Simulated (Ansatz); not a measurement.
**PrMgH: from a guess to a relaxed structure**

The task: take a trial cell of PrMgH to zero force and stress.

Program: Ansatz 0.2.0. Level of theory: DFT PBE, scalar-relativistic, plane waves, PAW; 4f electrons in the core of a trivalent norm-conserving potential. These are calculated values, not measurements.

## Step 1: The starting structure

It takes space group Pmmm (No. 47, orthorhombic). Conventional cell: a = 4.078 Å, b = 4.108 Å, c = 7.099 Å, α = 90.00°, β = 90.00°, γ = 90.00°. Around Pr (site symmetry mmm) lie 8 H at 3.13 Å and 4 Mg at 3.13 Å. Pr (site symmetry mmm) is surrounded by 4 H at 3.13 Å and 8 Mg at 3.13 Å. Around Mg (site symmetry mm2) lie 2 H at 2.35 Å and 1 Mg at 2.36 Å. H (site symmetry mm2) has 2 Mg at 2.35 Å and 1 H at 2.39 Å and 6 Pr at 3.13 Å in its first shell of neighbours.

As a file:

```xyz
6
Lattice="4.0780 0.0000 0.0000 0.0000 4.1080 0.0000 0.0000 0.0000 7.0990" Properties=species:S:1:pos:R:3 pbc="T T T"
Pr    0.0000    0.0000    0.0000
Pr    2.0390    0.0000    3.5495
Mg    0.0000    2.0540    2.3675
Mg    0.0000    2.0540    4.7314
H     2.0390    2.0540    1.1938
H     2.0390    2.0540    5.9052
```

The cell is invented: species swapped into a database cell of EuZnGe (Pmmm, No. 47), with Pr on the Eu sites, Mg on the Zn sites and H on the Ge sites. The dimensions are guesses.

## Step 2: Probe: one point on a coarse mesh

File input.yaml:

```yaml
crystal:
  lattice:
    - [4.07803785, 0.0, 0.0]
    - [0.0, 4.10798249, 0.0]
    - [0.0, 0.0, 7.09895121]
  atoms:
    - { symbol: Pr, position: [0.0, 0.0, 0.0] }
    - { symbol: Pr, position: [0.5, 0.0, 0.5] }
    - { symbol: Mg, position: [0.0, 0.5, 0.33350199] }
    - { symbol: Mg, position: [0.0, 0.5, 0.66649801] }
    - { symbol: H, position: [0.5, 0.5, 0.168163] }
    - { symbol: H, position: [0.5, 0.5, 0.831837] }
basis:
  ecutwfc: 660
kpoints:
  mp_grid: { grid: [4, 4, 4] }
hamiltonian:
  xc: pbe
  pseudopotentials:
    kind: paw
    azcp: { Pr: "pseudopotentials/pbe/nc/lanthanide_3plus/Pr.nc.azcp" }
scf:
  occupations: { method: gaussian, width: 0.1 }
  lower_state_search: "off"
output:
  forces: true
  stress: true
  eigenvalues: true
```

Launch:

```console
ansatz run input.yaml --threads 1 --pin off --max-ram 2560MiB --backend cpu --events-out ev --progress --plain --runs-dir out
```

The session goes on with these runs: rough relaxation on the coarse mesh; relaxation on the finer mesh.

Q: Predict the outcome of this session. Wanted: conventional cell; volume; energy over the elements; gap on the mesh.

As calculated:

| quantity | value |
| --- | --- |
| symmetry at the end (tolerance 0.05 Å) | space group Pmmm (No. 47) |
| conventional cell | a = 3.588 Å, b = 3.592 Å, c = 10.638 Å, α = 90.00°, β = 90.00°, γ = 90.00° |
| volume | 22.85 Å³/atom |
| energy over the elements (uncorrected; H, N, O, F and Cl as molecules) | -0.05 eV/atom |
| gap on the mesh | none (metal) |

**Reading.** The space group Pmmm (No. 47) is kept, and the volume per atom grows by 15.3 % from the first guess. The formation energy of this structure is too near zero to say whether it is bound against the elements. No finished test with a distortion of lower symmetry is shown, so the end may be a saddle point. The runs treat Pr without spin-orbit coupling. The lanthanide's 4f electrons sit in the core of its potential, so it is trivalent by construction and shows no f bands or moments.

No U or exact exchange acts on the 4f shell of Pr, so a metallic reading can be the functional's.
